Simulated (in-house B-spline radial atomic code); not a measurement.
# Excitations of C²⁺ as exact exchange is dialled in

The task here is to estimate one member of a computed series from the others.

Method: linear response of a closed shell, each method with its own adiabatic kernel; non-relativistic; B-spline basis; no spin-orbit coupling, no double excitations; only terms of natural parity, (−1)^L, with L up to 3 are computed. Code: in-house B-spline radial atomic code version 1.

**Starting point**

```
element       : carbon (Z = 6)
charge        : +2
configuration : [He] 2s2
runs          : 0 % exact exchange; 10 % exact exchange; 20 % exact exchange; 30 % exact exchange; 40 % exact exchange; 50 % exact exchange; 60 % exact exchange; 70 % exact exchange; 80 % exact exchange; 90 % exact exchange; 100 % exact exchange
```

Outer shells as boxes (Hund's rule):

C²⁺
```
[He] core
2s [↑↓]
```

Set-up of the first run:

The run's settings:

```ini
Z = 6
electrons = 4.0
configuration = [He] 2s2
hamiltonian = nr
method = pbeh
box_radius = 29.48
exact_exchange_fraction = 0.0
intervals = 49
```

Command:

```console
$ python run_td.py task.json out
```

task.json lists these runs, among others, and the program works through them in turn.

Among the steps run: 0 % exact exchange.

One of the session's tables, all rows but one given; the rest of the session is left out.

It belongs to the step «0 % exact exchange». The states in eV; those that feel the box are left out:

| state | full (eV) | Tamm-Dancoff (eV) |
| --- | --- | --- |
| 2s→2p ³P | 4.924 | 5.732 |
| 2s→2p ¹P | 11.970 | 12.681 |
| 2s→3s ³S | 27.896 | 27.906 |
| 2s→3s ¹S | 28.958 | 28.981 |
| 2s→3p ³P | 29.943 | 29.960 |
| 2s→3p ¹P | ? | ? |
| 2s→3d ³D | 31.219 | 31.255 |
| 2s→3d ¹D | 31.804 | 31.807 |
| 2s→4s ³S | 34.951 | 34.953 |
| 2s→4s ¹S | 35.196 | 35.201 |
| 2s→4p ³P | 35.607 | 35.611 |
| 2s→4p ¹P | 35.684 | 35.685 |
| 2s→4d ³D | 36.105 | 36.114 |
| 2s→4d ¹D | 36.259 | 36.260 |

Q: Estimate the row for 2s→3p ¹P from the others.

The run gave: full (eV): 30.302; Tamm-Dancoff (eV): 30.313. In the column «full (eV)» it lies between 2s→3p ³P (29.943) and 2s→3d ³D (31.219).
